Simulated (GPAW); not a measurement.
Write an ASE script for GPAW 26.7.0 that does the following.

```
Task                : band structure
Functional          : PBEsol
Potentials or basis : PAW data sets generated in the run's folder for this functional
Cutoff              : 800 eV
Basis               : pw
k mesh              : 5 × 5 × 7
Occupations         : fermi-dirac, width 0.05 eV
Spin                : no spin polarisation
Hubbard terms       : Mo d U = 4 eV
Maxiter             : 150
Band path           : GXMGZRAZ,XR,MA
Band points         : 80
```

The system is MoN2.

```xyz
6
Lattice="4.3481 0.0000 0.0000 0.0000 4.3481 0.0000 0.0000 0.0000 2.7675" Properties=species:S:1:pos:R:3 pbc="T T T"
Mo    0.0000    0.0000    0.0000
Mo    2.1740    2.1740    0.0000
N     2.6595    3.8626    1.3837
N     1.6886    0.4854    1.3837
N     0.4854    2.6595    1.3837
N     3.8626    1.6886    1.3837
```

Measurements of this composition are mostly on another form, of space group No. 160.

These files were run (other wordings do the same):

run.py

```python
from ase import Atoms
from ase.dft.bandgap import bandgap
from ase.io import write
from ase.units import GPa
from gpaw import GPAW, PW, setup_paths

setup_paths.insert(0, '.')

atoms = Atoms(['Mo', 'Mo', 'N', 'N', 'N', 'N'],
              cell=[[4.348053, 0.0, 0.0],
                    [0.0, 4.348053, 0.0],
                    [0.0, 0.0, 2.76746]],
              scaled_positions=[[0.0, 0.0, 0.0],
                                [0.5, 0.5, 0.0],
                                [0.611647, 0.888353, 0.5],
                                [0.388353, 0.111647, 0.5],
                                [0.111647, 0.611647, 0.5],
                                [0.888353, 0.388353, 0.5]],
              pbc=True)

calc = GPAW(mode=PW(800),
            xc='PBEsol',
            kpts={'size': (5, 5, 7), 'gamma': True},
            occupations={'name': 'fermi-dirac', 'width': 0.05},
            setups={'Mo': ':d,4.0'},
            nbands=43,
            convergence={'density': 1e-05, 'energy': 1e-05},
            maxiter=150,
            txt='gpaw.txt')
atoms.calc = calc
energy = atoms.get_potential_energy()
forces = atoms.get_forces()
stress = atoms.get_stress()
calc.write('gs.gpw')
write('result.traj', atoms)
print(f'Energy: {energy:.6f} eV')
print('Forces (eV/A):')
print(forces.round(4))
print('Stress (GPa):', (stress / GPa).round(3))
print('Fermi level:', round(calc.get_fermi_level(), 4), 'eV')
print(f'Gap: {bandgap(calc)[0]:.4f} eV, direct: {bandgap(calc, direct=True)[0]:.4f} eV')

path = atoms.cell.bandpath('GXMGZRAZ,XR,MA', npoints=80, eps=1e-4)
bs_calc = calc.fixed_density(kpts=path, symmetry='off', nbands=60,
                             convergence={'bands': 'CBM+6.0', 'eigenstates': 1e-6}, txt='bands.txt')
bs = bs_calc.band_structure()
bs.write('bs.json')
print(f'Gap on the path: {bandgap(bs_calc)[0]:.4f} eV')
```

Potentials or basis: PAW data sets generated in the run's folder for this functional, pw.

Command:

```sh
$ gpaw-setup -f PBEsol Mo N
$ OMP_NUM_THREADS=1 python run.py
```

Results of the run:

```yaml
Pressure: -7.2 GPa
Largest_force: 0.359 eV/Å
Band_gap_along_the_path: none (metal or under the smearing width)
```

Caveat: U without spin polarisation on a metal has little footing.

Run time: 2.9 min on 1 thread of Arm Neoverse V2 (shared host), peak memory 0.54 GiB.
